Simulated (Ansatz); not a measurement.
# MgH2 (rutile type): independent-particle optics

Aim: the dielectric function of MgH2 (rutile type) in the independent-particle picture, and how it depends on the functional and on the gap. Plan: HSE06 for the gap; optics with PBE on 6×6×8; optics with r2SCAN on 6×6×8; optics with LDA on 6×6×8; optics with PBE and scissors to the HSE06 gap on 6×6×8.

Method: plane waves, PAW; no local fields, no excitons, in Ansatz 0.2.0.

**1. Starting point**

It takes space group P4_2/mnm (No. 136, tetragonal). Conventional cell: a = 4.485 Å, b = 4.485 Å, c = 2.996 Å, α = 90.00°, β = 90.00°, γ = 90.00°. Around Mg (site symmetry mmm) lie 6 H at 1.93 to 1.94 Å. Around H (site symmetry m2m) lie 3 Mg at 1.93 to 1.94 Å.

Coordinates:

```cif
data_structure
_symmetry_space_group_name_H-M 'P4_2/mnm'
_symmetry_Int_Tables_number 136
_cell_length_a 4.4849
_cell_length_b 4.4849
_cell_length_c 2.9965
_cell_angle_alpha 90.000
_cell_angle_beta 90.000
_cell_angle_gamma 90.000
_cell_volume 60.27
loop_
_atom_site_label
_atom_site_type_symbol
_atom_site_symmetry_multiplicity
_atom_site_Wyckoff_symbol
_atom_site_fract_x
_atom_site_fract_y
_atom_site_fract_z
_atom_site_occupancy
Mg1 Mg 2 a 0.00000 0.00000 0.00000 1
H1 H 4 f 0.30468 0.30468 0.00000 1
```

The cell was relaxed beforehand with r2SCAN; those runs aren't shown.

**2. The gap to aim at**

input.yaml

```yaml
crystal:
  lattice:
    - [4.4848772627, 0.0, 0.0]
    - [0.0, 4.4848772627, 0.0]
    - [0.0, 0.0, 2.9964754819]
  atoms:
    - { symbol: Mg, position: [0.0, 0.0, 0.0] }
    - { symbol: Mg, position: [0.5, 0.5, 0.5] }
    - { symbol: H, position: [0.3046815063, 0.3046815063, 0.0] }
    - { symbol: H, position: [0.1953184937, 0.8046815063, 0.5] }
    - { symbol: H, position: [0.8046815063, 0.1953184937, 0.5] }
    - { symbol: H, position: [0.6953184937, 0.6953184937, 0.0] }
kpoints:
  mp_grid: { grid: [4, 4, 4] }
  band_path:
    path:
      - [0.0, 0.0, 0.0]
      - [0.0, 0.5, 0.0]
      - [0.5, 0.5, 0.0]
      - [0.0, 0.0, 0.5]
      - [0.0, 0.5, 0.5]
      - [0.5, 0.5, 0.5]
      - [0.15625, 0.15625, -0.085937]
      - [0.395833, 0.395833, -0.5]
      - [0.35, 0.35, 0.5]
    npoints: 1
hamiltonian:
  xc: hse06
scf:
  occupations: { method: fixed }
  n_extra_bands: 5
output:
  forces: true
  stress: true
  eigenvalues: true
```

Started as:

```bash
$ ansatz run input.yaml --threads 4 --pin off --max-ram 5529MiB --backend cpu --events-out ev --progress --plain --runs-dir out
```

Further steps of the session: Optics, PBE; Optics, r2SCAN; Optics, LDA; Optics, PBE with a scissors shift.

Q: Predict the results of all the runs planned. Wanted: ε∞, PBE; ε∞, r2SCAN; ε∞, LDA; tallest peak of ε₂, PBE; tallest peak of ε₂, r2SCAN; tallest peak of ε₂, LDA; HSE06 direct gap.

The runs gave:

| quantity | value |
| --- | --- |
| ε∞, PBE | 4.01 (xx, yy), 4.08 (zz) |
| ε∞, r2SCAN | 3.56 (xx, yy), 3.60 (zz) |
| ε∞, LDA | 4.39 (xx, yy), 4.47 (zz) |
| ε∞, PBE + 1.18 eV scissors | 3.57 (xx, yy), 3.63 (zz) |
| tallest peak of ε₂, PBE | 13.5 at 5.95 eV |
| tallest peak of ε₂, r2SCAN | 12.5 at 6.65 eV |
| tallest peak of ε₂, LDA | 14.7 at 5.65 eV |
| tallest peak of ε₂, PBE + 1.18 eV scissors | 13.6 at 7.15 eV |
| HSE06 direct gap | 5.78 eV |

From LDA to PBE + 1.18 eV scissors the direct gap grows from 4.27 to 5.79 eV, and ε∞ goes from 4.42 to 3.59 (mean of the axes). The response is anisotropic: with PBE ε∞ is 4.01 (xx, yy), 4.08 (zz). Local fields and excitons are left out: both change ε∞, and without excitons the onset lacks its lines.
